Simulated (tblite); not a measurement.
# H16NP37: the cost of one run

Programs: tblite 0.8.0 and PySCF 2.14.0, with routines of our own; each step states its level. All values are computed. Atoms count from 0.

## 1. The system as given

54 atoms, charge 0, multiplicity 1; geometry from: force field, distance geometry or constructed start.

## 2. Optimising the geometry with GFN2-xTB

Job settings and geometry (Å):

```
{"job": {"kind": "relax", "xc": "GFN2-xTB", "basis": "xTB"}, "charge": 0, "multiplicity": 1}
P     -0.359000    -1.002500    -2.103900
P     -3.690600    -0.929300    -2.073100
P     -2.016600    -1.126800    -0.747600
P     -6.991900    -0.908300    -2.023100
P     -5.320500    -1.048800    -0.682100
P     -0.348400     0.065200     3.400400
P     -3.568500    -0.949600     3.163200
P     -2.002600    -0.579700     4.582400
P     -6.875900    -1.077500     3.004700
P     -5.296300    -0.892200     4.432200
P     -0.369100     0.954000    -2.975500
P     -2.029000     1.114100    -4.313900
P     -3.677200     1.016500    -2.945400
P     -5.341600     1.154800    -4.284600
P     -6.989600     1.033600    -2.917300
N     -0.369000     0.521800     1.648600
P     -1.876000     0.543400     0.594000
P     -3.608000     0.711300     1.831600
P     -5.267100     0.724500     0.511500
P     -6.935700     0.720300     1.843900
P      6.261400    -0.881300    -1.992900
P      7.887600    -0.956100    -0.601800
P      2.964200    -0.913100    -2.051500
P      4.582900    -1.014200    -0.669700
P      1.292300    -1.110900    -0.744500
P      6.168500    -1.058800     2.946200
P      2.857900    -1.032500     3.072000
P      4.567200    -1.002900     4.358100
P      1.263900    -0.834200     4.480800
P      6.256600     1.046800    -2.912900
P      4.615300     1.161900    -4.282200
P      2.938900     1.027600    -2.950200
P      1.291800     1.121400    -4.314800
P      7.852500     0.844800     0.553000
P      6.170100     0.792900     1.864000
P      4.518100     0.775000     0.506100
P      2.860300     0.711400     1.839300
P      1.139500     0.563500     0.584000
H     -8.038000    -0.968600    -1.120500
H     -2.408000     0.496700     5.350300
H     -7.978400    -1.083800     3.842600
H     -5.361400     0.377100     4.958900
H     -2.049400    -0.041200    -5.067200
H     -5.352900    -0.000800    -5.037900
H     -8.058400     1.097900    -3.787400
H     -7.987000     0.614600     0.944500
H      8.969100    -0.893400    -1.461100
H      7.264000    -1.052300     3.792800
H      4.602600     0.239000     4.957400
H      1.678400     0.079500     5.433800
H      7.321700     1.099400    -3.786200
H      4.633200     0.002800    -5.029100
H      1.323000    -0.036100    -5.064100
H      8.890200     0.799000     1.448200
```

On the command line:

```sh
$ OMP_NUM_THREADS=8 python large_run.py task.json out
```

One launch serves the whole session: the jobs run in the order shown.

**Question.** How long does this first job take on 8 threads of Intel Xeon Platinum 8488C, shared host, and how much memory does it need?

About 95 s, with a peak of 0.16 GiB.
